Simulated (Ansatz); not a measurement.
# GeAsH3 (singlet): wave-function methods side by side at a displaced geometry (v1), cc-pVDZ

An exercise on one series of results from a longer session: the logs are not shown, and one member is left open.

Method: cc-pVDZ, core rule «outside noble gas», up to 28 orbitals frozen; program: Ansatz 0.2.0, Gaussian basis.

To be run: UHF; CCSD(T) on RHF; CCSD(T) on UHF; BCCD(T) on RHF; CISD; CCSDT(Q) on RHF; CCSDT(Q) on UHF.

18 further runs of the same task are left out: 5 that didn't finish, 13 set aside as unsound or not needed.

## The system

The geometry is a PBE0/def2-TZVP stationary point (not a proven minimum) with its atoms shifted at random (size 0.040 Å). No spin-orbit coupling is included. The filled d shell of Ge, As may be among the frozen orbitals whatever the setting's name suggests; the logs give the count.

5 atoms, charge 0, spin multiplicity 1.

Atoms are counted from 1 here; the program's logs count them from 0.

Bond lengths: Ge1–As2 2.447 Å, Ge1–H3 1.554 Å, As2–H4 1.561 Å, As2–H5 1.595 Å. Angles: As2–Ge1–H3 87.0°, Ge1–As2–H4 98.5°, Ge1–As2–H5 99.3°, H4–As2–H5 91.9°.

The first run:

File in.yaml:

```yaml
crystal:
  periodic: [false, false, false]
  atoms:
    - {symbol: Ge, position_ang: [-0.020974, 0.046550, 1.253117]}
    - {symbol: As, position_ang: [0.046376, -0.027318, -1.191872]}
    - {symbol: H, position_ang: [0.082884, -1.504100, 1.220941]}
    - {symbol: H, position_ang: [-1.120420, -1.037807, -1.424638]}
    - {symbol: H, position_ang: [-0.898104, 1.217717, -1.512185]}
basis:
  gaussian: {orbitals: cc-pVDZ}
magnetization: {spin_polarized: true, initial_magnetization: 0}
hamiltonian: {xc: hf}
output: {orbitals: {seedname: orbitals}}
```

On the command line:

```bash
ansatz run in.yaml --threads 1 --pin off --events-out ev --progress --plain --max-ram 2393MiB
```

Among the steps run: UHF; CCSD(T) on RHF; CCSD(T) on UHF; BCCD(T) on RHF; CISD; CCSDT(Q) on RHF; CCSDT(Q) on UHF.

One table of the session follows, with a row left open; its other results are not shown here.

It belongs to the step «Misses and costs». 

```
   method  from RCCSDT(Q) (meV)
      RHF               +6563.1
      UHF               +6551.9
     RMP2               +1358.9
     CISD                +849.4
    RCCSD                +235.7
 RCCSD(T)                     ?
  BCCD(T)                 +42.6
   RCCSDT                 +12.4
RCCSDT(Q)                     0
```

**Question.** Estimate the row for RCCSD(T).

The run gave: from RCCSDT(Q) (meV): +43.7. In the column «from RCCSDT(Q) (meV)» it lies between BCCD(T) (+42.6) and RCCSD (+235.7).

Not comparable, so not listed: CCSD(T) on UHF; CCSDT(Q) on UHF (they don't share determinant, frozen orbitals or solution with the rows shown, or repeat one).

Caveats from the session: Warnings: restricted reference is unstable; spin contamination.
